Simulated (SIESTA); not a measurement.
SbS2: equation of state with PBE

Crystal: SbS2.

```
Sb S
1.0
    -3.03071    3.03071    5.79760
     3.03071   -3.03071    5.79760
     3.03071    3.03071   -5.79760
Sb S
2 4
Direct
  0.00000 0.00000 0.00000
  0.75000 0.25000 0.50000
  0.64903 0.12500 0.02403
  0.37500 0.35097 0.47597
  0.10097 0.62500 0.97597
  0.87500 0.89903 0.52403
```

The cell comes from a database or a generator and needn't be the stable form of this composition.

```
Program             : SIESTA 5.4.2
Task                : equation of state
Functional          : PBE
Potentials or basis : PseudoDojo 0.4 standard (PBE files)
Basis               : DZP (energy shift 0.003 Ry; two zetas on semicore shells)
Grid cutoff         : 500 Ry
Energy shift        : 0.003 Ry
k mesh              : 6 × 6 × 6
Occupations         : fermi-dirac, width 0.05 eV
Spin                : no spin polarisation
```

| Property | Result |
| --- | --- |
| Equilibrium volume | 36.83 Å³/atom (rough: see the caveat) |
| Bulk modulus at fixed shape and positions | 40 GPa (rough) |

Energy against volume, from the lowest point:
```csv
volume (Å³/atom),energy (meV/atom)
33.371,45.29
34.081,27.85
34.791,15.14
35.502,5.84
36.212,1.19
36.922,0.00
37.632,1.92
```

All runs of the series together: 5.5 min on 1 thread of Arm Neoverse V1, with other jobs on the host.

Caveat: the fit is doubtful: noisy points or a state that changes with volume; the cell was scaled at fixed shape and fractional positions, which overstates the stiffness of a crystal with free parameters, most of all of layers and chains; the basis of atomic orbitals isn't converged, which shifts pressures, moduli and gaps. The run has no spin-orbit coupling, so splittings on Sb are missing.
